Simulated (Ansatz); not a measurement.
# C₂H₅BO₃: a ladder of functionals and wavefunction methods

One table from this session's results is given with a row withheld; the runs are named, their logs left out.

Method: functionals in def2-TZVPP, the program's frozen cores in correlated methods; program: Ansatz 0.2.0, Gaussian basis.

The runs, in order: LDA (SPW92), PBE-D4, revPBE-D4, BLYP-D4, r2SCAN-D4, B97M-V, PBE0-D4, B3LYP-D4, r2SCANh-D4, r2SCAN0-D4, HSE06-D4, BHLYP-D4, CAM-B3LYP-D4, LC-ωPBE, ωB97X-V, ωB97M-V, B2PLYP, PBE-QIDH; CCSD(T)/def2-SVP; CCSD(T)/def2-TZVPP; MP2/def2-QZVPP; extrapolation to the limit; RPA on PBE.

## The geometry

All runs share one geometry, relaxed beforehand with PBE0-D4 in a triple-zeta def2 set.

11 atoms, charge 0, spin multiplicity 1.

Atoms are counted from 1 here; the program's logs count them from 0.

Bond lengths: C1–C2 1.331 Å, C1–H7 1.087 Å, C1–H8 1.081 Å, C2–O3 1.371 Å, C2–B4 1.571 Å, O3–H9 0.962 Å, B4–O5 1.361 Å, B4–O6 1.358 Å, O5–H10 0.962 Å, O6–H11 0.961 Å. Angles: C2–C1–H7 122.8°, C2–C1–H8 119.3°, H7–C1–H8 117.9°, C1–C2–O3 123.9°, C1–C2–B4 124.4°, O3–C2–B4 111.6°, C2–O3–H9 109.9°, C2–B4–O5 120.1°, C2–B4–O6 119.6°, O5–B4–O6 120.2°, B4–O5–H10 111.1°, B4–O6–H11 112.0°.

Geometry (Å):

```xyz
11

C    -0.52045   -1.14732    1.08107
C     0.18155   -0.17552    0.50296
O     1.28512    0.41007    1.06645
B    -0.14752    0.44257   -0.90345
O     0.63062    1.43639   -1.41234
O    -1.21217   -0.02053   -1.60748
H    -0.26866   -1.55555    2.05634
H    -1.37995   -1.55611    0.56833
H     1.46388    0.01407    1.92528
H     1.34446    1.66190   -0.80760
H    -1.31158    0.43304   -2.44889
```

Set-up of the first run:

File in.yaml:

```yaml
crystal:
  periodic: [false, false, false]
  atoms:
    - {symbol: C, position_ang: [-0.520452, -1.147325, 1.081071]}
    - {symbol: C, position_ang: [0.181546, -0.175521, 0.502964]}
    - {symbol: O, position_ang: [1.285121, 0.410068, 1.066455]}
    - {symbol: B, position_ang: [-0.147525, 0.442571, -0.903448]}
    - {symbol: O, position_ang: [0.630622, 1.436385, -1.412336]}
    - {symbol: O, position_ang: [-1.212169, -0.020531, -1.607476]}
    - {symbol: H, position_ang: [-0.268658, -1.555547, 2.056342]}
    - {symbol: H, position_ang: [-1.379951, -1.556109, 0.568330]}
    - {symbol: H, position_ang: [1.463884, 0.014067, 1.925283]}
    - {symbol: H, position_ang: [1.344462, 1.661898, -0.807599]}
    - {symbol: H, position_ang: [-1.311583, 0.433043, -2.448886]}
basis:
  gaussian: {orbitals: def2-TZVPP}
hamiltonian: {xc: lda}
output: {orbitals: {seedname: orbitals}}
```

Among the steps run: LDA; PBE-D4 (GGA); revPBE-D4 (GGA); BLYP-D4 (GGA); r2SCAN-D4 (meta-GGA); B97M-V (meta-GGA); PBE0-D4 (hybrid); B3LYP-D4 (hybrid); r2SCANh-D4 (hybrid); r2SCAN0-D4 (hybrid); HSE06-D4 (hybrid); BHLYP-D4 (hybrid); CAM-B3LYP-D4 (range-separated); LC-ωPBE (range-separated); ωB97X-V (range-separated); ωB97M-V (range-separated); B2PLYP (double hybrid); PBE-QIDH (double hybrid).

One table of the session follows, with a row left open; its other results are not shown here.

It belongs to the step «Orbital energies across the functionals». 

```
  functional  HOMO (eV)  gap (eV)
 LDA (SPW92)      -5.92      4.35
      PBE-D4      -5.71      4.40
   revPBE-D4      -5.63      4.43
     BLYP-D4      -5.58      4.39
   r2SCAN-D4      -5.95      4.83
      B97M-V      -5.98      4.92
     PBE0-D4      -6.94      6.57
    B3LYP-D4          ?         ?
  r2SCANh-D4      -6.41      5.63
  r2SCAN0-D4      -7.11      6.84
    HSE06-D4      -6.54      5.78
    BHLYP-D4      -8.04      8.71
CAM-B3LYP-D4      -8.30      9.05
     LC-ωPBE      -9.66     11.58
     ωB97X-V      -9.28     11.14
     ωB97M-V      -9.19     10.94
```

**Question.** Estimate the row for B3LYP-D4.

Worked estimate for «HOMO (eV)». Against the share of exact exchange, BLYP-D4 (0, -5.58), BHLYP-D4 (0.5, -8.04) give a slope of -4.92 per unit share; at 0.2 the line stands at -6.56.

The run gave: HOMO (eV): -6.72; gap (eV): 6.12. In «HOMO (eV)» the line misses by +0.16.
